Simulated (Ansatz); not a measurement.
Runs of Ansatz 0.2.0 on SiF. Symmetry: R-3m, No. 166, trigonal system. Conventional cell: a = 2.677 Å, b = 2.677 Å, c = 11.695 Å, α = 90.00°, β = 90.00°, γ = 120.00°. Si (site symmetry -3m) is surrounded by 6 F at 2.49 Å and 6 Si at 2.68 Å. F (site symmetry -3m) is surrounded by 6 Si at 2.49 Å and 6 F at 2.68 Å. The cell was built by a generator and needn't be a form met in nature.

| level | gap on the mesh (eV) | pressure (GPa) | relaxed volume (Å³/atom) |
| --- | --- | --- | --- |
| r2SCAN+D3(BJ)-ATM | none | 0.0 | 11.54 |
| r2SCAN | none | 0.0 | 11.67 |
| r2SCAN+D4 | none | 0.0 | 11.54 |
| r2SCAN+D3(BJ) | none | 0.0 | (a) |
| r2SCAN+rVV10 | none | 0.0 | 11.56 |

Alike in all rows: task relaxation of cell and atoms; potentials or basis Ansatz PAW; no spin polarisation; cell relaxed; k mesh 12 × 12 × 12; cutoff (eV) 500; smearing fermi-dirac 0.05 eV.

Estimate the missing entries.

(a) 11.50.

Caveats: the plane-wave basis is chosen anew once the cell has moved, so the energies of steps on either side of that aren't comparable; an odd number of electrons without spin polarisation forces a metal; a magnetic or distorted state may lie lower; the PAW data sets come from PBE, with cores solved anew for the run's functional, which leaves a small shift of forces and pressure; pairwise dispersion overbinds metals, which lowers pressure and volume (some runs); the dispersion damping was fitted for another functional or another form of the correction (some runs).

A gap of «none» marks a metal or a gap under the smearing width.

Runs at the PBE level aren't shown here.
